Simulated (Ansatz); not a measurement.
# AlCl5: the cost of one run

Program: Ansatz 0.2.0. Level of theory: DFT PBE, scalar-relativistic, plane waves, PAW. These are calculated values, not measurements.

1 further run of the same task is left out (it didn't finish).

**1. Starting point**

Symmetry: P4mm, No. 99, tetragonal system. Conventional cell: a = 6.172 Å, b = 6.172 Å, c = 4.744 Å, α = 90.00°, β = 90.00°, γ = 90.00°. Al (site symmetry 4mm) is surrounded by 4 Cl at 1.89 Å. Cl (site symmetry m) has 1 Al at 1.89 Å as nearest neighbours. Cl (site symmetry 4mm) is surrounded by 8 Cl at 3.65 Å.

Structure file:

```xyz
6
Lattice="6.1715 0.0000 0.0000 0.0000 6.1715 0.0000 0.0000 0.0000 4.7436" Properties=species:S:1:pos:R:3 pbc="T T T"
Al    0.0000    0.0000    4.1034
Cl    1.8565    0.0000    3.7278
Cl    4.3150    0.0000    3.7278
Cl    0.0000    1.8565    3.7278
Cl    0.0000    4.3150    3.7278
Cl    3.0858    3.0858    0.4871
```

Recipe of the guess: random cell by space group and Wyckoff sites (P4mm, No. 99). The dimensions are guesses.

**2. A first look at the guess**

File input.yaml:

```yaml
crystal:
  lattice:
    - [6.17154446, 0.0, 0.0]
    - [0.0, 6.17154446, 0.0]
    - [0.0, 0.0, 4.74357772]
  atoms:
    - { symbol: Al, position: [0.0, 0.0, 0.86503693] }
    - { symbol: Cl, position: [0.30081817, 0.0, 0.78586752] }
    - { symbol: Cl, position: [0.69918183, 0.0, 0.78586752] }
    - { symbol: Cl, position: [0.0, 0.30081817, 0.78586752] }
    - { symbol: Cl, position: [0.0, 0.69918183, 0.78586752] }
    - { symbol: Cl, position: [0.5, 0.5, 0.10269499] }
basis:
  ecutwfc: 420
kpoints:
  mp_grid: { grid: [4, 4, 4] }
hamiltonian:
  xc: pbe
scf:
  occupations: { method: gaussian, width: 0.1 }
  lower_state_search: "off"
output:
  forces: true
  stress: true
  eigenvalues: true
```

The run is started by

```
$ ansatz run input.yaml --threads 1 --pin off --max-ram 2560MiB --backend cpu --events-out ev --progress --plain --runs-dir out
```

**Question.** How long does this run take on 1 thread of Intel Xeon Platinum 8259CL at 2.50GHz (Skylake/Cascade Lake), shared host, and how much memory does it need?

About 7.6 s, with a peak of 0.43 GiB.
